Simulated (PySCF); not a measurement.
**InS: from the state search to spectroscopic constants**

What are the lowest state that PBE0 finds, the bond length, vibrational wavenumber and bond energy of InS, and how much do these hang on the method?

Program: PySCF 2.14.0. Level of theory: In x2c-SVPall, S x2c-SVPall, spin-free X2C with a Gaussian nucleus. These are calculated values, not measurements.

## 1. Input

Settings of the job:

```json
{
 "atoms": "In, S",
 "charge": "0",
 "basis": "In x2c-SVPall, S x2c-SVPall",
 "Hamiltonian": "spin-free X2C with a Gaussian nucleus",
 "basis functions": "54",
 "electrons treated": "65",
 "masses in u": "114.9039, 31.9721",
 "levels": "PBE0, PBE, r²SCAN, LDA, BLYP, BHandHLYP, HF, MP2, SCS-MP2, CCSD, CCSD(T)",
 "grid": "80 radial by 434 angular points",
 "occupations": "held fixed by the projection of orbital angular momentum",
 "dissociation limit": "In + S, each in its ground configuration",
 "starting distance in angstrom": "2.375",
 "values of 2S to try": "1, 3"
}
```

Started as:

```
$ OMP_NUM_THREADS=1 python dia.py task.json out
```

Further steps of the session: First curve: PBE0; Excited determinants; PBE (GGA); r²SCAN; LDA (local density); BLYP (GGA); BHandHLYP; UHF (mean field); MP2 and coupled cluster.

Q: Predict the outcome of this session. Wanted: for each run, Re; ωe; De; μ.

As calculated:

Lowest PBE0 solution found, without spin–orbit coupling: ²Σ⁺ (doublet), unpaired electrons σ ↑. State 2 has its PBE0 minimum 0.03 eV higher. State 3 has its PBE0 minimum 2.71 eV higher. The other levels ran on the lowest alone.

```tsv
level	Re (Å)	ωe (cm⁻¹)	De (eV)	μ (D)
UHF	2.349	313	1.51	-4.45
UHF-CCSD	2.300	375	2.52	n/a
UHF-CCSD(T)	2.294	383	2.71	n/a
LDA	2.255	408	4.14	-3.18
PBE	2.296	379	3.48	-3.49
BLYP	2.330	354	3.24	-3.29
r²SCAN	2.275	392	3.37	-3.80
PBE0	2.281	384	3.21	-3.90
BHandHLYP	2.304	359	2.78	-3.98
```

De is counted to In + S in their ground configurations. A positive dipole means In(−)S(+). No constants: UHF-MP2 (fits of two degrees disagree); UHF-SCS-MP2 (fits of two degrees disagree).

Differences from CCSD(T) in the same basis:

```tsv
level	Re (mÅ)	ωe (%)
UHF	+55	-18.1
UHF-CCSD	+6	-2.0
LDA	-40	+6.6
PBE	+2	-1.0
BLYP	+35	-7.5
r²SCAN	-19	+2.4
PBE0	-14	+0.4
BHandHLYP	+10	-6.3
```

What this shows: Against CCSD(T) in the same basis, the bond length is nearest at PBE (+2 mÅ) and farthest at UHF (+55 mÅ); the wavenumber is nearest at PBE0 (+0.4 %) and farthest at UHF (-18.1 %). CCSD(T) in a basis this small is itself some way from its limit, more so than the functionals. Among the levels with a De in the table, it runs from 1.51 eV (UHF) to 4.14 eV (LDA).

Correlated steps freeze 23 core orbitals. Spin–orbit coupling is left out, which matters for elements this heavy, above all for dissociation energies.
